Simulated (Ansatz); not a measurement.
# C2H9NO2Si, SMILES CN(C)[SiH](O)O: a single point in a Gaussian basis

Computed with Ansatz's Python interface.

The script reads `c2h9no2si.xyz`:
```text
15

C    -0.70510    0.89680   -0.95270
N    -0.23110   -0.31100   -0.26320
C    -1.40370   -1.01820    0.27280
Si    1.23110   -0.30550    0.61830
O     2.38540    0.06330   -0.49200
O     1.11820    0.91260    1.71290
H    -1.10660    1.63450   -0.24730
H     0.09960    1.37540   -1.52400
H    -1.48760    0.65570   -1.68230
H    -1.13730   -2.01970    0.63330
H    -2.16340   -1.17190   -0.50300
H    -1.86400   -0.46770    1.10230
H     1.47040   -1.61730    1.24270
H     2.22660   -0.35080   -1.35350
H     1.56750    1.72390    1.43570
```

The script, `energy_c2h9no2si.py`:
```python
"""Single point of C2H9NO2Si in a Gaussian basis."""

from dataclasses import dataclass
import json
import warnings

import ansatz
import numpy as np


@dataclass
class Options:
    basis_set: str = "cc-pVDZ"
    functional: str = "pbe"


cfg = Options()

warnings.simplefilter("ignore", ansatz.DeckWarning)

molecule = ansatz.Crystal.molecule_from_extxyz("c2h9no2si.xyz")

calc = (
    molecule.calculation()
    .basis(gaussian=cfg.basis_set)
    .functional(cfg.functional)
    .forces()
)
trace = []
out = calc.session().plan().execute(on_event=trace.append)
data = out.report
for event in trace:
    if event["event"] == "mean_field_evaluation" and event["data"]["evaluation"] <= 25:
        print("pass {evaluation:3d}  E = {energy_ev:.6f} eV  gradient {gradient_ev:.1e}".format(**event["data"]))

print("reference energy %16.6f eV" % data["reference_energy_ev"])
print("total energy     %16.6f eV" % data["free_energy_ev"])
print("occupied orbitals outside the frozen core (up, down):", data["n_occupied"], " frozen:", data["n_frozen"], " virtual:", data["n_virtual"])

symbols = [site.symbol for site in molecule.cartesian_sites]
print("forces (eV/A)")
for symbol, f in zip(symbols, data["forces_ev_ang"]):
    print(f"  {symbol:2s} {f[0]:9.4f} {f[1]:9.4f} {f[2]:9.4f}")

charges = data["charge_distribution"]
dipole = np.array(charges["dipole_moment_e_ang"]) * 4.803205
print("dipole (D): {:.3f} {:.3f} {:.3f}, length {:.3f}".format(*dipole, np.linalg.norm(dipole)))
print("atom  Mulliken   Lowdin")
for symbol, m, l in zip(symbols, charges["mulliken_charges_e"], charges["lowdin_charges_e"]):
    print(f"{symbol:4s} {m:9.3f} {l:8.3f}")
with open("c2h9no2si.json", "w") as handle:
    json.dump({k: data[k] for k in ("free_energy_ev", "reference_energy_ev", "n_occupied", "n_virtual")}, handle, indent=1)
```

```console
$ python energy_c2h9no2si.py
pass   1  E = -15654.290186 eV  gradient 9.3e+01
pass   2  E = -15612.459514 eV  gradient 1.7e+02
pass   3  E = -15670.737948 eV  gradient 1.7e+01
pass   4  E = -15671.205962 eV  gradient 1.1e+01
pass   5  E = -15671.414721 eV  gradient 3.2e+00
pass   6  E = -15671.432280 eV  gradient 1.2e+00
pass   7  E = -15671.435514 eV  gradient 1.7e-01
pass   8  E = -15671.435084 eV  gradient 1.9e-01
pass   9  E = -15671.435154 eV  gradient 5.3e-02
pass  10  E = -15671.374004 eV  gradient 2.3e-01
pass  11  E = -15671.374113 eV  gradient 4.2e-02
pass  12  E = -15671.374114 eV  gradient 4.3e-02
pass  13  E = -15671.374117 eV  gradient 9.1e-03
pass  14  E = -15671.374117 eV  gradient 2.0e-03
pass  15  E = -15671.374116 eV  gradient 2.7e-03
pass  16  E = -15671.374116 eV  gradient 8.3e-04
pass  17  E = -15671.374116 eV  gradient 2.5e-04
pass  18  E = -15671.374116 eV  gradient 4.1e-05
pass  19  E = -15671.374116 eV  gradient 4.1e-05
reference energy    -15671.374153 eV
total energy        -15671.374153 eV
occupied orbitals outside the frozen core (up, down): [29, 29]  frozen: 0  virtual: [104, 104]
forces (eV/A)
  C     0.7638   -0.3584    0.2043
  N    -2.2510   -0.6894   -1.1378
  C     0.7691   -0.0951   -0.0586
  Si   -0.5313   -0.6462   -0.3618
  O     1.6203    0.7125   -0.6805
  O     0.3791    0.8624    1.4544
  H    -0.3117    0.4917    0.3452
  H     0.4402    0.1715   -0.0817
  H    -0.3797   -0.2404   -0.2303
  H     0.2257   -0.3250    0.2355
  H    -0.3129    0.0348   -0.4039
  H    -0.4349    0.2720    0.4676
  H    -0.1103   -0.3824    0.4313
  H    -0.0500   -0.1276   -0.2030
  H     0.1836    0.3195    0.0193
dipole (D): -0.555 0.284 -1.438, length 1.567
atom  Mulliken   Lowdin
C        0.048   -0.009
N       -0.332    0.110
C        0.045   -0.011
Si       0.466   -0.301
O       -0.299    0.178
O       -0.290    0.185
H        0.021   -0.009
H        0.017    0.000
H        0.023   -0.004
H        0.028    0.006
H        0.020   -0.006
H        0.025   -0.006
H       -0.093   -0.065
H        0.159   -0.036
H        0.161   -0.033
```

It writes `c2h9no2si.json`:
```json
{
 "free_energy_ev": -15671.374152703751,
 "reference_energy_ev": -15671.374152703751,
 "n_occupied": [
  29,
  29
 ],
 "n_virtual": [
  104,
  104
 ]
}
```

Notes:
- Total energies depend on the basis set; only differences at equal settings carry meaning.
- The geometry is a force-field or estimated start, not a minimum of this method, and the basis set is short of its limit.
- The Löwdin charges here are taken after orthogonalising the functions within each atom; they differ from plain Löwdin charges, and their signs can be unphysical.
- Early passes use coarser integrals and grids, so their energies can't be compared with the last.
- Wall time of the script: 7.3 s on 1 thread of Arm Neoverse V1, with other jobs on the host, peak memory 0.25 GiB.

(Lines on the test bed's own set-up are left out of the output.)
